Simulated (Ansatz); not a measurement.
# C2H6OSi: up Jacob's ladder to CCSD(T)

The task here is to estimate one member of a computed series from the others.

Method: functionals in def2-TZVPP, the program's frozen cores in correlated methods; program: Ansatz 0.2.0, Gaussian basis.

Levels to be run: LDA (SPW92), PBE-D4, revPBE-D4, BLYP-D4, r2SCAN-D4, B97M-V, PBE0-D4, B3LYP-D4, r2SCANh-D4, r2SCAN0-D4, HSE06-D4, BHLYP-D4, CAM-B3LYP-D4, LC-ωPBE, ωB97X-V, ωB97M-V, B2PLYP, PBE-QIDH; CCSD(T)/def2-SVP; CCSD(T)/def2-TZVPP; MP2/def2-QZVPP; extrapolation to the limit; RPA on PBE.

## Structure used throughout

All runs share one geometry, relaxed beforehand with PBE0-D4 in a triple-zeta def2 set.

SMILES `C=C(O)[SiH3]`, 10 atoms, charge 0, spin multiplicity 1.

Atoms are counted from 1 here; the program's logs count them from 0.

Bond lengths: C1–C2 1.332 Å, C1–H5 1.085 Å, C1–H6 1.081 Å, C2–O3 1.368 Å, C2–Si4 1.875 Å, O3–H7 0.960 Å, Si4–H8 1.489 Å, Si4–H9 1.482 Å, Si4–H10 1.489 Å. Angles: C2–C1–H5 121.4°, C2–C1–H6 120.3°, H5–C1–H6 118.3°, C1–C2–O3 119.1°, C1–C2–Si4 121.2°, O3–C2–Si4 119.8°, C2–O3–H7 110.6°, C2–Si4–H8 109.7°, C2–Si4–H9 109.4°, C2–Si4–H10 109.7°, H8–Si4–H9 110.4°, H8–Si4–H10 107.1°, H9–Si4–H10 110.4°.

The first run:

in.yaml

```yaml
crystal:
  periodic: [false, false, false]
  atoms:
    - {symbol: C, position_ang: [-0.939044, 1.131296, -0.643462]}
    - {symbol: C, position_ang: [0.001681, 0.194624, -0.537780]}
    - {symbol: O, position_ang: [0.749247, -0.123622, -1.638457]}
    - {symbol: Si, position_ang: [0.313897, -0.687700, 1.086534]}
    - {symbol: H, position_ang: [-1.122355, 1.644331, -1.582027]}
    - {symbol: H, position_ang: [-1.541733, 1.398880, 0.213197]}
    - {symbol: H, position_ang: [1.387180, -0.808634, -1.427167]}
    - {symbol: H, position_ang: [0.125754, -2.154021, 0.906376]}
    - {symbol: H, position_ang: [-0.617456, -0.169577, 2.115694]}
    - {symbol: H, position_ang: [1.725930, -0.476678, 1.510193]}
basis:
  gaussian: {orbitals: def2-TZVPP}
hamiltonian: {xc: lda}
output: {orbitals: {seedname: orbitals}}
```

On the command line:

```bash
> ansatz run in.yaml --threads 2 --pin off --events-out ev --progress --plain --max-ram 4352MiB
```

Steps of the session up to this table: LDA; PBE-D4 (GGA); revPBE-D4 (GGA); BLYP-D4 (GGA); r2SCAN-D4 (meta-GGA); B97M-V (meta-GGA); PBE0-D4 (hybrid); B3LYP-D4 (hybrid); r2SCANh-D4 (hybrid); r2SCAN0-D4 (hybrid); HSE06-D4 (hybrid); BHLYP-D4 (hybrid); CAM-B3LYP-D4 (range-separated); LC-ωPBE (range-separated); ωB97X-V (range-separated); ωB97M-V (range-separated); B2PLYP (double hybrid); PBE-QIDH (double hybrid).

One table of the session follows, with a row left open; its other results are not shown here.

It belongs to the step «Frontier levels by functional». 

| functional | HOMO (eV) | gap (eV) |
| --- | --- | --- |
| LDA (SPW92) | -5.91 | 4.73 |
| PBE-D4 | -5.74 | 4.77 |
| revPBE-D4 | -5.67 | 4.78 |
| BLYP-D4 | -5.59 | 4.76 |
| r2SCAN-D4 | -5.95 | 5.18 |
| B97M-V | -6.03 | 5.22 |
| PBE0-D4 | -6.93 | 6.92 |
| B3LYP-D4 | -6.70 | 6.48 |
| r2SCANh-D4 | -6.40 | 5.98 |
| r2SCAN0-D4 | ? | ? |
| HSE06-D4 | -6.52 | 6.13 |
| BHLYP-D4 | -7.97 | 8.80 |
| CAM-B3LYP-D4 | -8.25 | 9.21 |
| LC-ωPBE | -9.61 | 11.81 |
| ωB97X-V | -9.24 | 11.28 |
| ωB97M-V | -9.17 | 10.84 |

**Question.** Estimate the row for r2SCAN0-D4.

Worked estimate for «HOMO (eV)». Against the share of exact exchange, r2SCAN-D4 (0, -5.95), r2SCANh-D4 (0.1, -6.40) give a slope of -4.50 per unit share; at 0.25 the line stands at -7.07.

The run gave: HOMO (eV): -7.08; gap (eV): 7.18. In «HOMO (eV)» the line misses by +0.01.
